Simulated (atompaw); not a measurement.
# Pseudopotential generation for hafnium: PAW (atompaw), PBEsol

Aim: build the potential from the settings below, then test how well it stands in for the atom: scattering, ghost states and the plane-wave cutoff that it needs.

Program: atompaw 4.2.0.5. Reference atom: PBEsol, scalar-relativistic, spherical and spin-unpolarised. All values are calculated.

2 further runs of the same task are left out: 2 set aside as unsound or not needed.

## Step 1: Settings

The settings as typed:

```
element                 : hafnium (Hf, Z = 72)
type                    : PAW
frozen core             : [Kr] 4d10 4f14
valence charge          : 12
reference configuration : 5s2 5p6 5d1 6s0 6p0 (charge +3)
partial waves           : 5s (bound): rc 1.60 bohr; 6s (bound, empty): rc 2.45 bohr; 5p (bound): rc 1.50 bohr; 6p (bound, empty): rc 2.45 bohr; 5d (bound): rc 1.54 bohr; 5d channel at 2.15 Ry: rc 2.45 bohr
local potential         : troulliermartins scheme with l = 3 at 0 Ry, radius 2.05 bohr
core correction         : smooth core density matched at 1.70 bohr
augmentation charge     : besselshape compensation charge, radius 2.35 bohr; PAW radius 2.45 bohr; waves and projectors: custom rrkj vanderbiltortho
```

An earlier all-electron run gives the scale for the radii.

All-electron outer shells of the reference configuration (PBEsol, scalar-relativistic, ld1.x):

```csv
shell,level (eV),outermost node (bohr),outermost maximum (bohr)
5s,-94.32,0.55,1.01
5p,-62.55,0.60,1.16
4f,-44.19,–,0.45
5d,-27.10,0.66,1.57
6s,-25.76,1.34,2.52
6p,-19.07,1.58,3.08
5f,-9.38,1.00,4.05
```

## Step 2: The generation run

Contents of Hf.input:

```
Hf 72
GGA-PBESOL scalarrelativistic loggrid 2001 logderivrange -9 5 351
6 6 5 4 0 0
6 0 0
6 1 0
5 2 1
0 0 0
c
c
c
c
v
v
c
c
c
v
v
c
c
v
c
2
2.45 2.35 2.05 1.70
n
n
y
2.15
n
custom rrkj vanderbiltortho besselshape
3 0 troulliermartins
1.60
2.45
1.50
2.45
1.54
2.45
PWSCFOUT
UPFDX 0.0125d0 UPFXMIN -7.d0 UPFZMESH 72.d0
END
```

Command:

```console
$ atompaw < Hf.input > Hf.log
```

What does the calculation give? Wanted: cutoffs for 10 and 1 mRy, occupied levels; bound ghosts; largest phase difference near zero energy, channels read; lowest eigenvalue of the overlap; share of valence orbitals outside the PAW sphere; UPF file.

The runs gave:

| quantity | value |
| --- | --- |
| cutoffs for 10 and 1 mRy, occupied levels | 35 Ry and 70 Ry |
| bound ghosts | none found |
| largest phase difference near zero energy, channels read | 0.173 rad |
| lowest eigenvalue of the overlap (Bessel basis) | 0.320 (s) |
| share of valence orbitals outside the PAW sphere | 5s 0 %, 6s 63 %, 5p 2 %, 6p 82 %, 5d 21 % |
| UPF file | written |

**Reading.** The potential is soft on the atom at that tolerance: the looser tolerance needs 35 Ry. The Bessel-basis test finds no level below the valence levels. Near zero energy the largest phase difference among the channels read is 0.17 rad, in the s channel. In the p channel the atom's pole at 3.47 Ry sits lower, at 1.37 Ry, in the pseudo curve. Note that the frozen 4f shell (-44 eV) lies higher than the valence 5s shell (-94 eV). All of this concerns the isolated atom, not yet a solid.
